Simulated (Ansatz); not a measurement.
Runs of Ansatz 0.2.0 on HfIn4SiO6. The structure is monoclinic, space group C2 (No. 5). The conventional cell has a = 5.432 Å, b = 9.407 Å, c = 7.636 Å, α = 90.00°, β = 104.07°, γ = 90.00°. Hf (site symmetry 2) is surrounded by 6 O at 2.13 to 2.14 Å. In (site symmetry 2) is surrounded by 2 O at 2.73 Å and 4 In at 3.12 Å. Around In (site symmetry 2) lie 6 O at 2.23 Å. In (site symmetry 2) has 2 O at 2.73 Å and 3 In at 3.07 to 3.12 Å as nearest neighbours. Around In (site symmetry 2) lie 2 O at 2.73 Å and 3 In at 3.07 to 3.12 Å. Si (site symmetry 2) is surrounded by 6 O at 1.85 Å. O (site symmetry 1) is surrounded by 1 Si at 1.85 Å. O (site symmetry 1) has 1 Si at 1.85 Å as nearest neighbours. The cell was built by a generator and needn't be a form met in nature.

| task | level | potentials or basis | U | cell | k mesh | cutoff (eV) | basis error allowed | mesh quality | gap on the mesh (eV) | pressure (GPa) | relaxed volume (Å³/atom) | largest force (eV/Å) |
| --- | --- | --- | --- | --- | --- | --- | --- | --- | --- | --- | --- | --- |
| relaxation of cell and atoms | PBE | all-electron PAW datasets made for the crystal | - | relaxed | 4 × 4 × 2 | - | - | coarse | none | 0.0 | (b) | 0.01 |
| band structure | RPBE | all-electron LAPW, scalar-relativistic | - | as given | 4 × 4 × 3 | 374 | 0.002 eV/atom | coarse | - | 2.7 | - | 0.17 |
| relaxation of cell and atoms | PBEsol | all-electron PAW datasets made for the crystal | - | relaxed | 4 × 4 × 2 | - | - | coarse | none | 0.0 | 14.97 | - |
| single point | PBE+U | all-electron LAPW, scalar-relativistic | Hf d U = 3 eV | as given | 4 × 4 × 3 | 375 | 0.002 eV/atom | coarse | none | 0.4 | - | 0.14 |
| projected density of states | PBE | all-electron LAPW, scalar-relativistic | - | as given | 6 × 6 × 4 | 375 | 0.002 eV/atom | not flagged | - | 0.1 | - | (a) |

Alike in all rows: no spin polarisation; smearing fermi-dirac 0.05 eV.

Task: Fill in the values left out.

Result: (a) 0.02; (b) 15.70.

Caveats: some runs use coarse meshes; the k mesh is thin for a metal, which can move the energy by tens of meV per atom (some runs); U is the effective U less J, on atomic orbitals that reach past the spheres (some runs); U without spin polarisation on a metal has little footing (some runs).

A k mesh can miss the band edges, and the runs leave out spin-orbit coupling on Hf, In.

A gap of «none» marks a metal or a gap under the smearing width.

Not every run made on this cell is shown here.
